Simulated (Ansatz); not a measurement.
## HfGe under changes of volume

One of the cells (21.453 Å³/atom); the others are scaled copies at fixed shape and fractional positions:

```
Hf Ge
1.0
     3.50084    0.00000    0.00000
     0.00000    3.50084    0.00000
     0.00000    0.00000    3.50084
Hf Ge
1 1
Direct
  0.00000 0.00000 0.00000
  0.50000 0.50000 0.50000
```

The cell was built by a generator and needn't be a form met in nature.

| Item | Value |
| --- | --- |
| Program | Ansatz 0.2.0 |
| Functional | PBE |
| Potentials or basis | all-electron LAPW, scalar-relativistic |
| Cutoff | 223 eV (chosen from the basis error) |
| Basis error allowed | 0.0005 eV/atom |
| k mesh | 8 × 8 × 8 |
| Occupations | fermi-dirac, width 0.05 eV |
| Spin | no spin polarisation |

```tsv
volume (Å³/atom)	energy over the lowest point (meV/atom)	pressure (GPa)
20.166	0.00	-6.8
20.595	20.66	-8.4
21.024	45.50	-9.9
21.453	74.08	-11.3
21.882	106.00	-12.5
22.311	?	?
22.740	178.36	-14.4
```

Problem. What does the run at 22.311 Å³/atom give?

Solution. Energy over the lowest point 140.87 meV/atom; pressure -13.5 GPa.

Worked out: A Birch-Murnaghan fit of order 3 (a polynomial in V^(-2/3)) to the other rows has no minimum within the range. It gives 140.86 meV/atom at 22.311 Å³/atom, against the run's 140.87, and -dE/dV = -13.5 GPa, against -13.5.

Energies are extrapolated to zero smearing.
